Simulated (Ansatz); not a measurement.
## NaLaMnMoO6 in Ansatz: the effect of Hubbard term

Crystal: NaLaMnMoO6.

```
Na La Mn Mo O
1.0
     5.43212   -0.01130   -0.00034
     2.44365    4.93484   -0.01855
     0.10940    2.68471    5.04562
Na La Mn Mo O
1 1 1 1 6
Direct
  0.69740 0.05972 0.73638
  0.41072 0.51412 0.00994
  0.92147 0.57866 0.41655
  0.21633 0.97870 0.33337
  0.56869 0.61375 0.56391
  0.40995 0.05114 0.05764
  0.31236 0.21070 0.45135
  0.04288 0.86047 0.12140
  0.05836 0.76646 0.60633
  0.86183 0.36628 0.20313
```

The cell was built by a generator and needn't be a form met in nature.

Alike in all runs:

| Item | Value |
| --- | --- |
| Program | Ansatz 0.2.0 |
| Task | projected density of states |
| Functional | PBE |
| Potentials or basis | Ansatz PAW |
| Cutoff | 420 eV (not typed: the program's choice for these potentials) |
| k mesh | 6 × 6 × 5 |
| Occupations | fermi-dirac, width 0.05 eV |
| Spin | collinear spin, ferromagnetic start |
| Starting moments | [0.0, 0.0, 4.0, 1.0, 0.0, 0.0, 0.0, 0.0, 0.0, 0.0] μB |
| Hubbard projectors | ortho-atomic (the default) |
| Double counting | fll (the default) |

```csv
Hubbard term,gap on the mesh (eV),pressure (GPa),largest force (eV/Å)
"La f U = 2 eV, Mn d U = 2 eV, Mo d U = 2 eV",0.46,1.2,0.46
"La f U = 4 eV, Mn d U = 4 eV, Mo d U = 4 eV",0.87,2.3,0.78
"La f U = 6 eV, Mn d U = 6 eV, Mo d U = 6 eV",?,?,?
"La f U = 8 eV, Mn d U = 8 eV, Mo d U = 8 eV",1.51,4.1,1.13
```

Task: What does the run with Hubbard term La f U = 6 eV, Mn d U = 6 eV, Mo d U = 6 eV give?

Result: gap on the mesh 1.23 eV; pressure 3.2 GPa; largest force 0.99 eV/Å.

Worked out: A straight line through the other rows of the gap on the mesh, of slope 0.173 eV per eV, gives 1.18 eV, against the run's 1.23. A straight line through the other rows of the pressure, of slope 0.479 GPa per eV, gives 3.2 GPa, against the run's 3.2. A straight line through the other rows of the largest force, of slope 0.108 eV/Å per eV, gives 0.93 eV/Å, against the run's 0.99.

Caveats: the magnetic or orbital state may not be the lowest; odd divisions of the mesh miss points on the zone boundary, where band edges often lie, so the gap on the mesh can be too wide; spin-orbit coupling is left out, which moves the levels of the heavy elements; a cell with one magnetic atom can't hold antiferromagnetic order, which such compounds often take; forces of over 1 eV/Å show positions far from the minimum, so gaps and moduli don't describe the material at rest (some runs).

A k mesh can miss the band edges.
